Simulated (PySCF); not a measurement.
# C4H7BS: the cost of one run

The runs use PySCF 2.14.0, with density-fitted response routines of our own; the level of theory stands in each step. All values are computed, except where a source is named. Atoms are numbered from 0 throughout.

## (1) The molecule as given

13 atoms, charge 0, multiplicity 1; geometry from: GFN2-xTB. The atoms were then displaced at random by about 0.01 Å, so the start is not that level's minimum.

Bonds of the start (Å): B0–C1 1.58, C1–C2 1.49, C2–C3 1.38, C3–S4 1.73, S4–C5 1.83, C5–C1 1.53, B0–H6 1.17, B0–H7 1.15, C1–H8 1.07, C2–H9 1.07, C3–H10 1.04, C5–H11 1.08, C5–H12 1.10.

## (2) Relaxing the molecule at PBE0-D3(BJ)/def2-SVP

What the job is given:

```
{"job": {"xc": "PBE0", "basis": "def2-SVP", "d3": "d3bj", "grid": 1, "shake": 0.01, "kind": "geom"}, "charge": 0, "multiplicity": 1}
B     -1.147280    -0.927210     0.526710
C     -0.617930     0.073970    -0.571490
C      0.584340    -0.806690    -0.457340
C      1.610220    -0.296210     0.319880
S      1.293920     1.302200     0.893790
C     -0.210220     1.486970    -0.140380
H     -1.053780    -0.626510     1.654320
H     -1.664930    -1.896950     0.195980
H     -1.043880     0.081250    -1.549060
H      0.682470    -1.751490    -0.947560
H      2.500150    -0.768120     0.595340
H     -0.963840     1.981810     0.461850
H      0.036570     2.130080    -0.992370
```

Run with:

```bash
> OMP_NUM_THREADS=1 python probes_run.py task.json out
```

The driver reads the jobs from task.json and runs them one after another.

Q: Estimate the wall time and peak memory of this first job on 1 thread of Arm Neoverse N1, shared host.

About 70 s, with a peak of 0.5 GiB.
